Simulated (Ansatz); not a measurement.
# HoTeI: the cost of one run

Method: DFT PBE, scalar-relativistic, plane waves, PAW; 4f electrons in the core of a trivalent norm-conserving potential, in Ansatz 0.2.0.

### 1 The system as given

It takes space group P-6m2 (No. 187, hexagonal). Conventional cell: a = 5.447 Å, b = 5.447 Å, c = 3.910 Å, α = 90.00°, β = 90.00°, γ = 120.00°. Ho (site symmetry -6m2) is surrounded by 6 Te at 3.70 Å and 6 I at 3.70 Å and 2 Ho at 3.91 Å. Te (site symmetry -6m2) is surrounded by 3 I at 3.14 Å and 6 Ho at 3.70 Å. Around I (site symmetry -6m2) lie 3 Te at 3.14 Å and 6 Ho at 3.70 Å.

As a file:

```cif
data_structure
_symmetry_space_group_name_H-M 'P 1'
_symmetry_Int_Tables_number 1
_cell_length_a 5.4472
_cell_length_b 5.4472
_cell_length_c 3.9100
_cell_angle_alpha 90.000
_cell_angle_beta 90.000
_cell_angle_gamma 120.000
_cell_volume 100.47
loop_
_atom_site_label
_atom_site_type_symbol
_atom_site_fract_x
_atom_site_fract_y
_atom_site_fract_z
_atom_site_occupancy
Ho1 Ho 0.00000 0.00000 0.50000 1
Te1 Te 0.66667 0.33333 0.00000 1
I1 I 0.33333 0.66667 0.00000 1
```

The cell is invented: species swapped into a database cell of HoAgSn (P-6m2, No. 187), with Te on the Ag sites and I on the Sn sites. Lengths come from tabulated atomic sizes and are only a guess.

### 2 The guess as it stands, on a coarse mesh

input.yaml reads:

```yaml
crystal:
  lattice:
    - [5.44720387, 0.0, 0.0]
    - [-2.72360193, 4.71741693, 0.0]
    - [0.0, 0.0, 3.90999672]
  atoms:
    - { symbol: Ho, position: [0.0, 0.0, 0.5] }
    - { symbol: Te, position: [0.66666667, 0.33333333, 0.0] }
    - { symbol: I, position: [0.33333333, 0.66666667, 0.0] }
basis:
  ecutwfc: 690
kpoints:
  mp_grid: { grid: [6, 6, 4] }
hamiltonian:
  xc: pbe
  pseudopotentials:
    kind: paw
    azcp: { Ho: "pseudopotentials/pbe/nc/lanthanide_3plus/Ho.nc.azcp" }
scf:
  occupations: { method: gaussian, width: 0.1 }
  lower_state_search: "off"
output:
  forces: true
  stress: true
  eigenvalues: true
```

Started as:

```bash
ansatz run input.yaml --threads 1 --pin off --max-ram 2560MiB --backend cpu --events-out ev --progress --plain --runs-dir out
```

What time and memory should one allow on 1 thread of Intel Xeon at 2.70GHz, shared host?

About 14 s, with a peak of 0.44 GiB.
